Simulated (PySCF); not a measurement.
**One shape, several levels: InCNF2 (SMILES N#[C][In]([F])[F])**

We compute a comparison of 6 runs (HF/3-21G, HF/def2-SVP, r2SCAN/STO-3G, PBE/def2-SVP, PBE/def2-SVPD, TPSSh/def2-TZVP) of InCNF2. 

The calculation is run with PySCF 2.14.0.

## (1) The molecule

The species is InCNF2 (5 atoms), meant as a singlet with charge 0. SMILES: `N#[C][In]([F])[F]`. Geometry: relaxed at PBE0-D4/def2-TZVP.

Bond lengths: N1–C2 1.152 Å, C2–In3 2.072 Å, In3–F4 1.919 Å, In3–F5 1.919 Å. Angles: N1–C2–In3 180.0°, C2–In3–F4 123.5°, C2–In3–F5 123.5°, F4–In3–F5 112.9°.

## (2) Energy and forces at HF/3-21G (run 1)

job.py reads:

```python
from pyscf import gto, scf

mol = gto.M(
    atom=[
    ('N', (1.298000, -1.592200, 1.589600)),
    ('C', (0.724900, -0.890300, 0.878600)),
    ('In', (-0.306000, 0.372300, -0.400300)),
    ('F', (-1.872100, -0.154800, -1.375500)),
    ('F', (0.205100, 2.191400, -0.733700)),
],
    basis='3-21g',
    verbose=4,
    max_memory=1860,
)

myscf = scf.RHF(mol)
myscf.conv_tol = 1e-10
myscf.kernel()
if not myscf.converged:
    myscf = myscf.newton().run(myscf.mo_coeff, myscf.mo_occ)

e_final = myscf.e_tot
print('Final energy', e_final)
grad = myscf.nuc_grad_method().kernel()
myscf.analyze()
```

Started as:

```sh
$ OMP_NUM_THREADS=1 python job.py
```

Output:

```text
PySCF version 2.14.0

[... 88 lines left out ...]
MO #2   energy= -148.76849105564   occ= 2
[... 12 lines left out ...]
MO #15  energy= -17.586592209344   occ= 2
[... 12 lines left out ...]
MO #28  energy= -1.18770328896875  occ= 2
[... 12 lines left out ...]
MO #41  energy= 0.0210965895217066 occ= 0
[... 12 lines left out ...]
MO #54  energy= 1.1747533028412    occ= 0
[... 12 lines left out ...]
MO #67  energy= 3.64455706636344   occ= 0
[... 75 lines left out ...]
Dipole moment(X, Y, Z, Debye): -0.14071,  0.17269, -0.17519
```

Wall time 3.6 s (1 thread of Arm Neoverse V1, shared host); peak memory 0.14 GiB.

## (3) Energy and forces at HF/def2-SVP (core potential) (run 2)

input.xyz reads:

```xyz
5
CF2InN
N      1.298000    -1.592200     1.589600
C      0.724900    -0.890300     0.878600
In    -0.306000     0.372300    -0.400300
F     -1.872100    -0.154800    -1.375500
F      0.205100     2.191400    -0.733700
```

calc.py reads:

```python
from pyscf import gto

mol = gto.M(
    atom='input.xyz',
    basis='def2-svp',
    max_memory=1860,
    ecp={'In': 'def2-svp'},
    verbose=4,
)

calc0 = mol.RHF()
calc0.conv_tol = 1e-10
calc0.kernel()
if not calc0.converged:
    calc0 = calc0.newton().run(calc0.mo_coeff, calc0.mo_occ)

energy = calc0.e_tot
print('E(%s) = %.9f' % ('HF', energy))
grad = calc0.nuc_grad_method().kernel()
calc0.analyze()
```

Started as:

```sh
$ OMP_NUM_THREADS=1 python calc.py
```

Output:

```text
PySCF version 2.14.0

[... 88 lines left out ...]
MO #2   energy= -26.2499591504142  occ= 2
[... 15 lines left out ...]
MO #18  energy= -0.647447343886437 occ= 2
[... 15 lines left out ...]
MO #34  energy= 0.270154706469356  occ= 0
[... 15 lines left out ...]
MO #50  energy= 1.39083420709735   occ= 0
[... 15 lines left out ...]
MO #66  energy= 3.18688220547119   occ= 0
[... 15 lines left out ...]
MO #82  energy= 61.6083723175538   occ= 0
[... 90 lines left out ...]
Dipole moment(X, Y, Z, Debye): -0.05552,  0.06835, -0.06950
```

Wall time 5.7 s (1 thread of Arm Neoverse V1, shared host); peak memory 0.16 GiB.

## (4) Energy and gradient at r2SCAN/STO-3G (run 3)

run.py reads:

```python
# N#[C][In]([F])[F]
import pyscf.grad
from pyscf import gto, dft

mol = gto.Mole()
mol.atom = '''
N        1.298000      -1.592200       1.589600
C        0.724900      -0.890300       0.878600
In      -0.306000       0.372300      -0.400300
F       -1.872100      -0.154800      -1.375500
F        0.205100       2.191400      -0.733700
'''
mol.basis = 'sto-3g'
mol.max_memory = 1860
mol.verbose = 4
mol.build()

myscf = dft.RKS(mol)
myscf.xc = 'r2scan'
myscf.grids.level = 5
myscf.conv_tol = 1e-10
myscf.kernel()
if not myscf.converged:
    myscf = myscf.newton().run(myscf.mo_coeff, myscf.mo_occ)

energy = myscf.e_tot
print('Final energy', energy)
grad = myscf.Gradients().kernel()
myscf.analyze()
```

Started as:

```sh
$ OMP_NUM_THREADS=1 python run.py
```

Output:

```text
PySCF version 2.14.0

[... 95 lines left out ...]
One-electron Energy =                -9143.359560158591194
[... 11 lines left out ...]
MO #7   energy= -24.0915674771209  occ= 2
[... 9 lines left out ...]
MO #17  energy= -13.9269062964287  occ= 2
[... 9 lines left out ...]
MO #27  energy= -0.284649436719112 occ= 2
[... 9 lines left out ...]
MO #37  energy= -0.176548903859289 occ= 2
[... 9 lines left out ...]
MO #47  energy= 0.915648114122606  occ= 0
[... 55 lines left out ...]
Dipole moment(X, Y, Z, Debye): -1.56368,  1.91525, -1.94007
```

Run time: 22 s. Hardware: 1 thread of Arm Neoverse V1, shared host; peak memory 0.5 GiB.

Runs 4 to 5 aren't shown in full; the table further down has their settings and results.

## (5) Energy and forces at TPSSh/def2-TZVP (core potential) (run 6)

job.py reads:

```python
# N#[C][In]([F])[F]
import pyscf.grad
from pyscf import gto, dft

system = gto.M(
    atom='''
N      1.298000    -1.592200     1.589600
C      0.724900    -0.890300     0.878600
In    -0.306000     0.372300    -0.400300
F     -1.872100    -0.154800    -1.375500
F      0.205100     2.191400    -0.733700
''',
    spin=0,
    max_memory=1860,
    basis='def2-tzvp',
    ecp={'In': 'def2-svp'},
    verbose=3,
)

mf = dft.RKS(system)
mf.xc = 'tpssh'
mf.conv_tol = 1e-10
mf.grids.level = 5
mf.kernel()
if not mf.converged:
    mf = mf.newton().run(mf.mo_coeff, mf.mo_occ)

etot = mf.e_tot
print('E = %.10f Eh' % etot)
grad = mf.Gradients().kernel()
mf.analyze()
```

Started as:

```sh
$ OMP_NUM_THREADS=1 python job.py
```

Output:

```text
converged SCF energy = -482.764383272941
[... 33 lines left out ...]
MO #24  energy= -0.366101491237344 occ= 2
[... 29 lines left out ...]
MO #54  energy= 0.578145782353218  occ= 0
[... 29 lines left out ...]
MO #84  energy= 1.66056463750264   occ= 0
[... 29 lines left out ...]
MO #114 energy= 2.96269211915195   occ= 0
[... 29 lines left out ...]
MO #144 energy= 6.92007696539317   occ= 0
[... 29 lines left out ...]
MO #174 energy= 125.213916079058   occ= 0
[... 6 lines left out ...]
Dipole moment(X, Y, Z, Debye): -0.25188,  0.30884, -0.31299
```

Wall time 3.1 min (1 thread of Arm Neoverse V1, shared host); peak memory 2.3 GiB.

## (6) The series

```csv
run,level,core potential,integration grid,energy (Eh),dipole moment (D),HOMO energy (eV),LUMO energy (eV),wall time
1,HF/3-21G,–,–,-6004.418339,0.28,-13.61,0.57,3.6 s
2,HF/def2-SVP (core potential),def2-svp,–,-480.199688,0.11,-13.92,0.21,5.7 s
3,r2SCAN/STO-3G,–,5,-5973.440039,3.14,-3.42,0.88,22 s
4,PBE/def2-SVP (core potential),def2-svp,5,-482.169659,0.46,-8.69,-3.56,27 s
5,PBE/def2-SVPD (core potential),def2-svp,5,-482.202950,0.29,-9.11,-3.91,47 s
6,TPSSh/def2-TZVP (core potential),def2-svp,5,-482.764383,0.51,-9.80,-3.26,3.1 min
```

## (7) Results

| quantity | value |
| --- | --- |
| run 6: total energy | -482.76438 Eh |
| run 6: dipole moment | 0.51 D |
| run 6: HOMO energy | -9.80 eV |
| run 6: LUMO energy | -3.26 eV |
| run 6: HOMO–LUMO gap | 6.54 eV |
| run 6: largest force on an atom | 0.659 eV/Å |

What this shows: The dipole moment (its size) runs from 0.11 D (HF/def2-SVP) to 3.14 D (r2SCAN/STO-3G). The two ends differ in method and basis and core potential. The HOMO–LUMO gap runs from 4.30 eV (r2SCAN/STO-3G) to 14.18 eV (HF/3-21G). The two ends differ in method and basis. Totals of different functionals can't be ranked against each other. Some runs of one species differ in core potentials or relativity; totals across that change don't compare. In run 3 the basis is minimal, so the values are rough. In runs 1, 3 relativity is left out where basis or elements ask for it. All runs together took 4.8 min, the longest 3.1 min.
